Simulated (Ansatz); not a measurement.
# Ti: the cost of one run

Program: Ansatz 0.2.0. Level of theory: DFT PBEsol, scalar-relativistic, plane waves, PAW. These are calculated values, not measurements.

2 further runs of the same task are left out: 2 set aside as unsound or not needed.

**1. The system as given**

Symmetry: Fm-3m, No. 225, cubic system. Conventional cell: a = 4.170 Å, b = 4.170 Å, c = 4.170 Å, α = 90.00°, β = 90.00°, γ = 90.00°. Around Nb (site symmetry m-3m) lie 12 Nb at 2.95 Å.

Structure file:

```cif
data_structure
_symmetry_space_group_name_H-M 'Fm-3m'
_symmetry_Int_Tables_number 225
_cell_length_a 4.1704
_cell_length_b 4.1704
_cell_length_c 4.1704
_cell_angle_alpha 90.000
_cell_angle_beta 90.000
_cell_angle_gamma 90.000
_cell_volume 72.53
loop_
_atom_site_label
_atom_site_type_symbol
_atom_site_symmetry_multiplicity
_atom_site_Wyckoff_symbol
_atom_site_fract_x
_atom_site_fract_y
_atom_site_fract_z
_atom_site_occupancy
Nb1 Nb 4 a 0.00000 0.00000 0.00000 1
```

It is the result of an earlier relaxation at this level (volume 18.13 Å³/atom; gap on the mesh: none (metal)).

Bulk energy on matching settings, from an earlier run: -4495.1036 eV/atom.

**2. The film's bulk on the base's lattice**

The (111) plane of Ti is fitted to the (111) plane of Nb, a strain of +2.8 % along x and +2.8 % along y; the third vector and the atoms relax.

input.yaml reads:

```yaml
crystal:
  lattice:
    - [2.948925887, 0.0, 0.0]
    - [-1.4744629435, 2.5538447321, 0.0]
    - [1.4744629435, 0.8512815774, 2.2646603804]
  atoms:
    - { symbol: Ti, position: [0.0, 0.0, 0.0] }
basis:
  ecutwfc: 420
kpoints:
  mp_grid: { grid: [12, 12, 15] }
hamiltonian:
  xc: pbesol
scf:
  occupations: { method: gaussian, width: 0.1 }
output:
  forces: true
  stress: true
  eigenvalues: true
relax:
  adjacent_minimum: "off"
  f_tol: 0.01
  max_steps: 50
  cell: { fix: [a, b, gamma], stress_tol: 0.1 }
```

Q: Estimate wall time and peak memory on 1 thread of an Arm CPU, shared host.

About 27 s, with a peak of 0.41 GiB.
